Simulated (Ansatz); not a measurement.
# GeO+ (quartet): from a generated start to a stationary point

Aim: relax a generated start of GeO+ (quartet) and see which bonds hold.

Computed with Ansatz 0.2.0, Gaussian basis. Level: UKS PBE0/def2-TZVP.

## (1) Where the work starts

2 atoms, charge 1, spin multiplicity 4.

Atoms are counted from 1 here; the program's logs count them from 0.

Bond lengths: Ge1–O2 1.730 Å.

The start is set by covalent radii. Sticks and bond lists go by distance. No spin-orbit coupling is included. 

## (2) The run

Contents of in.yaml:

```yaml
crystal:
  periodic: [false, false, false]
  atoms:
    - {symbol: Ge, position_ang: [0.000000, 0.000000, 0.000000]}
    - {symbol: O, position_ang: [0.000000, 0.000000, 1.729800]}
basis:
  gaussian: {orbitals: def2-TZVP}
total_charge: 1
magnetization: {spin_polarized: true, initial_magnetization: 3}
hamiltonian: {xc: pbe0}
relax: {f_tol: 0.004, max_steps: 80}
```

Command:

```console
$ ansatz run in.yaml --threads 1 --pin off --events-out ev --progress --plain --max-ram 2176MiB
```

Before running it: what results should come out? Wanted: energy gained; shift from the start; total energy; ⟨S²⟩.

The runs gave:

| quantity | value |
| --- | --- |
| steps | 10 |
| energy gained | 0.707 eV |
| shift from the start (rms) | 0.347 Å |
| total energy | -58542.6916 eV |
| ⟨S²⟩ | 3.761 |

By distance, Ge1–O2 opened. Ge1–O2 went from 1.730 to 2.423 Å. No vibrations were run, so this is a stationary point, not a proven minimum, and this spin need not be the ground state's.
